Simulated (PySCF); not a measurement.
# Br3Ga (GaBr3): the cost of one run

Programs: PySCF 2.14.0, with density-fitted response routines of our own. Each step states its level of theory. These are calculated values for one molecule in the gas phase, unless marked as measured. Atoms are numbered from 0 throughout.

1 further run of the same task is left out (it didn't finish).

### 1 Starting geometry

4 atoms, charge 0, multiplicity 1; geometry from: GFN2-xTB. The atoms were then displaced at random by about 0.03 Å, so the start is not that level's minimum.

Bonds of the start (Å): Ga0–Br1 2.22, Ga0–Br2 2.41, Ga0–Br3 2.20.

### 2 Optimising the geometry at PBE0-D3(BJ)/def2-SVP

The job: settings as JSON, then the geometry in Å.

```
{"job": {"xc": "PBE0", "basis": "def2-SVP", "d3": "d3bj", "grid": 1, "maxiter": 40, "shake": 0.03, "kind": "geom"}, "charge": 0, "multiplicity": 1}
Ga     0.060560    -0.076470     0.012040
Br     2.276900    -0.040730     0.006460
Br    -1.183640     1.992470    -0.042790
Br    -1.070520    -1.965710    -0.006180
```

Run with:

```console
$ OMP_NUM_THREADS=1 python probes_run.py task.json out
```

One launch serves the whole session: the jobs run in the order shown.

**Question.** How long does this first job take on 1 thread of Intel Xeon at 2.50GHz, shared host, and how much memory does it need?

About 6.6 min, with a peak of 0.59 GiB.
